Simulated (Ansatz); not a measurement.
# C4H2F2Si: basis-set convergence

An exercise on one series of results from a longer session: the logs are not shown, and one member is left open.

Program: Ansatz 0.2.0, Gaussian basis. Level of theory: one geometry, several basis sets. These are calculated values, not measurements.

Plan: PBE0-D4/def2-SVP; ωB97M-V/def2-SVP; PBE0-D4/def2-QZVPP; ωB97M-V/def2-QZVPP; the functionals' def2-TZVPP values are taken from earlier runs.

**The relaxed structure**

An earlier PBE0-D4 in a triple-zeta def2 set relaxation fixed the geometry.

SMILES `C#C[Si](F)(F)C#C`, 9 atoms, charge 0, spin multiplicity 1.

Atoms are counted from 1 here; the program's logs count them from 0.

Bond lengths: C1–C2 1.205 Å, C1–H8 1.067 Å, C2–Si3 1.802 Å, Si3–F4 1.578 Å, Si3–F5 1.578 Å, Si3–C6 1.802 Å, C6–C7 1.205 Å, C7–H9 1.067 Å. Angles: C2–C1–H8 179.8°, C1–C2–Si3 178.9°, C2–Si3–F4 109.4°, C2–Si3–F5 109.4°, C2–Si3–C6 112.0°, F4–Si3–F5 107.2°, F4–Si3–C6 109.4°, F5–Si3–C6 109.4°, Si3–C6–C7 178.8°, C6–C7–H9 179.8°.

The first run:

in.yaml

```yaml
crystal:
  periodic: [false, false, false]
  atoms:
    - {symbol: C, position_ang: [0.701351, -2.470246, 0.470684]}
    - {symbol: C, position_ang: [0.551982, -1.400132, -0.061875]}
    - {symbol: Si, position_ang: [0.310968, 0.212613, -0.829460]}
    - {symbol: F, position_ang: [-0.471864, 0.033814, -2.188124]}
    - {symbol: F, position_ang: [1.715843, 0.840941, -1.179170]}
    - {symbol: C, position_ang: [-0.599074, 1.341837, 0.240539]}
    - {symbol: C, position_ang: [-1.208391, 2.079182, 0.972749]}
    - {symbol: H, position_ang: [0.835412, -3.418920, 0.939178]}
    - {symbol: H, position_ang: [-1.747725, 2.734713, 1.618378]}
basis:
  gaussian: {orbitals: def2-SVP}
hamiltonian: {xc: pbe0, dispersion: d4}
output: {orbitals: {seedname: orbitals}}
```

Started as:

```
$ ansatz run in.yaml --threads 4 --pin off --events-out ev --progress --plain --max-ram 10444MiB
```

Steps of the session up to this table: PBE0-D4 in def2-SVP; ωB97M-V in def2-SVP; PBE0-D4 in def2-QZVPP; ωB97M-V in def2-QZVPP.

One table of the session follows, with a row left open; its other results are not shown here.

It belongs to the step «Functionals by basis». 

```
functional       basis  HOMO (eV)
   PBE0-D4    def2-SVP          ?
   PBE0-D4  def2-TZVPP      -8.74
   PBE0-D4  def2-QZVPP      -8.76
   ωB97M-V    def2-SVP     -10.91
   ωB97M-V  def2-TZVPP     -10.98
   ωB97M-V  def2-QZVPP     -11.00
```

**Question.** Estimate the row for PBE0-D4, def2-SVP.

As computed: HOMO (eV): -8.69. In the column «HOMO (eV)» it is the highest.
